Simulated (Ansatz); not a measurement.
**Li+ with HCl: superposition error and deformation**

One table from this session's results is given with a row withheld; the runs are named, their logs left out.

Method: PBE0-D4 structures, single points in def2-TZVPPD; program: Ansatz 0.2.0, Gaussian basis.

Levels: PBE-D4, revPBE-D4, BLYP-D4, r2SCAN-D4, B97M-V, PBE0-D4, B3LYP-D4, HSE06-D4, wB97X-V, wB97M-V, B2PLYP, Hartree-Fock, MP2, CCSD, CCSD(T).

Cores are frozen in the correlated methods. The outer core shell of Li, Na, Mg and K is correlated. B3LYP uses VWN-RPA correlation. B2PLYP carries no dispersion term here.

129 further runs of the same task are left out: 129 set aside as unsound or not needed.

### The starting structure

The relaxed pair: 3 atoms, charge 1, spin multiplicity 1.

Atoms are counted from 1 here; the program's logs count them from 0.

Bond lengths: Li1–Cl2 2.322 Å, Cl2–H3 1.290 Å. Angles: Li1–Cl2–H3 105.7°.

As a file:

```tsv
atom	x (Å)	y (Å)	z (Å)
Li1	0.0828	-0.1550	-1.7056
Cl2	-0.2887	0.5402	0.4780
H3	0.2059	-0.3852	1.2276
```

Atoms 1 to 1 are fragment A (Li+), the rest fragment B (HCl). From earlier runs, pair energy (eV) and counterpoise interaction (kJ/mol):

```tsv
method	E(pair)	interaction
PBE-D4	-12732.56847	-71.48
revPBE-D4	-12736.17638	-69.66
BLYP-D4	-12738.28178	-71.74
r2SCAN-D4	-12737.45590	-63.99
B97M-V	-12735.87407	-66.51
PBE0-D4	-12733.73714	-70.81
B3LYP-D4	-12739.05175	-71.85
HSE06-D4	-12733.49860	-70.83
wB97X-V	-12736.41327	-68.34
wB97M-V	-12737.47489	-68.44
B2PLYP	-12734.73009	-68.57
CCSD(T)	-12724.82407	-62.77
```

First each fragment is run alone in its own basis, frozen in the shape it has in the pair (a, b).

The first run:

The input, a/in.yaml:

```yaml
crystal:
  periodic: [false, false, false]
  atoms:
    - {symbol: Li, position_ang: [0.082810, -0.155012, -1.705627]}
basis:
  gaussian: {orbitals: "def2-TZVPPD.json"}
total_charge: 1
hamiltonian: {xc: {name: wB97X-V}}
```

The input, b/in.yaml:

```yaml
crystal:
  periodic: [false, false, false]
  atoms:
    - {symbol: Cl, position_ang: [-0.288664, 0.540233, 0.478035]}
    - {symbol: H, position_ang: [0.205855, -0.385220, 1.227593]}
basis:
  gaussian: {orbitals: "def2-TZVPPD.json"}
hamiltonian: {xc: {name: wB97X-V}}
```

The basis file named in the input lies beside it (Basis Set Exchange, JSON).

Each run has its own folder and the same command.

Command:

```console
$ ansatz run in.yaml --threads 2 --pin off --events-out ev --progress --plain --max-ram 5222MiB
```

Steps of the session up to this table: wB97X-V/def2-TZVPPD; wB97M-V/def2-TZVPPD; B2PLYP/def2-TZVPPD; B97M-V/def2-TZVPPD; CCSD(T)/def2-TZVPPD; Relaxing HCl alone; PBE-D4/def2-TZVPPD; r2SCAN-D4/def2-TZVPPD; PBE0-D4/def2-TZVPPD; B3LYP-D4/def2-TZVPPD; BLYP-D4/def2-TZVPPD; revPBE-D4/def2-TZVPPD; HSE06-D4/def2-TZVPPD.

One of the session's tables, all rows but one given; the rest of the session is left out.

```
      method  interaction with counterpoise (kJ/mol)
      PBE-D4                                  -71.48
   revPBE-D4                                  -69.66
     BLYP-D4                                  -71.74
   r2SCAN-D4                                  -63.99
      B97M-V                                  -66.51
     PBE0-D4                                  -70.81
    B3LYP-D4                                  -71.85
    HSE06-D4                                  -70.83
     wB97X-V                                  -68.34
     wB97M-V                                  -68.44
      B2PLYP                                  -68.57
Hartree-Fock                                  -64.43
         MP2                                  -63.10
        CCSD                                       ?
     CCSD(T)                                  -62.77
```

Q: Estimate the row for CCSD from the others.

**Answer.** interaction with counterpoise (kJ/mol): -63.02. In the column «interaction with counterpoise (kJ/mol)» it lies between MP2 (-63.10) and CCSD(T) (-62.77).
